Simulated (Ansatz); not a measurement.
# TiH: under pressure

The task here is to estimate one member of a computed series from the others.

Method: DFT r2SCAN, scalar-relativistic, plane waves, PAW, in Ansatz 0.2.0.

## The starting structure

The structure is cubic, space group Fm-3m (No. 225). The conventional cell has a = 4.179 Å, b = 4.179 Å, c = 4.179 Å, α = 90.00°, β = 90.00°, γ = 90.00°. Around Ti (site symmetry m-3m) lie 6 H at 2.09 Å. Around H (site symmetry m-3m) lie 6 Ti at 2.09 Å.

As a file:

```
Ti H
1.0
     0.00000    2.08970    2.08970
     2.08970    0.00000    2.08970
     2.08970    2.08970    0.00000
Ti H
1 1
Direct
  0.00000 0.00000 0.00000
  0.50000 0.50000 0.50000
```

The structure comes from the Materials Project (structure only).

Set-up of the first run:

(A quick probe on a coarse mesh, which set the mesh and smearing, is not shown.)

File input.yaml:

```yaml
crystal:
  lattice:
    - [0.0, 2.08969722, 2.08969722]
    - [2.08969722, 0.0, 2.08969722]
    - [2.08969722, 2.08969722, 0.0]
  atoms:
    - { symbol: Ti, position: [0.0, 0.0, 0.0] }
    - { symbol: H, position: [0.5, 0.5, 0.5] }
basis:
  ecutwfc: 500
kpoints:
  mp_grid: { grid: [18, 18, 18] }
hamiltonian:
  xc: r2scan
scf:
  occupations: { method: gaussian, width: 0.1 }
output:
  forces: true
  stress: true
  eigenvalues: true
relax:
  adjacent_minimum: "off"
  f_tol: 0.005
  max_steps: 80
  cell: { stress_tol: 0.05 }
```

Among the steps run: The relaxation; Target pressure -1 GPa; 1 GPa; Relaxing at 4 GPa; Relaxing at 12 GPa; 25 GPa; 50 GPa; Target pressure 90 GPa.

One of the session's tables, all rows but one given; the rest of the session is left out.

Lengths are those of the vectors of the cell that was run:

| P (GPa) | V (Å³/atom) | a (Å) | b (Å) | c (Å) | ΔH (eV/atom) |
| --- | --- | --- | --- | --- | --- |
| -1 | 9.15 | 2.958 | 2.958 | 2.958 | -0.057 |
| 0 | 9.09 | 2.951 | 2.951 | 2.951 | 0.000 |
| 1 | 9.03 | 2.945 | 2.945 | 2.945 | 0.057 |
| 4 | 8.86 | 2.926 | 2.926 | 2.926 | 0.224 |
| 12 | 8.47 | 2.882 | 2.882 | 2.882 | 0.656 |
| 25 | 7.96 | 2.824 | 2.824 | 2.824 | 1.322 |
| 50 | ? | ? | ? | ? | ? |
| 90 | 6.52 | 2.642 | 2.642 | 2.642 | 4.221 |

Q: Estimate the row for P (GPa) = 50 from the others.

Worked estimate for «V (Å³/atom)». A straight line through the neighbours (25, 7.96) and (90, 6.52) gives 7.96 + (6.52 − 7.96) × (50 − 25) / (90 − 25) = 7.41; a parabola fitted to 3 rows on both sides gives 7.19.

**Answer.** V (Å³/atom): 7.27; a (Å): 2.739; b (Å): 2.739; c (Å): 2.739; ΔH (eV/atom): 2.506. In «V (Å³/atom)» the line misses by +0.14 and the parabola by -0.08.

ΔH is E + PV over the energy at zero pressure; a, b and c are the vectors of the computed cell. 

Limits of these values: Other structures may take over in this range; these runs cannot find them.
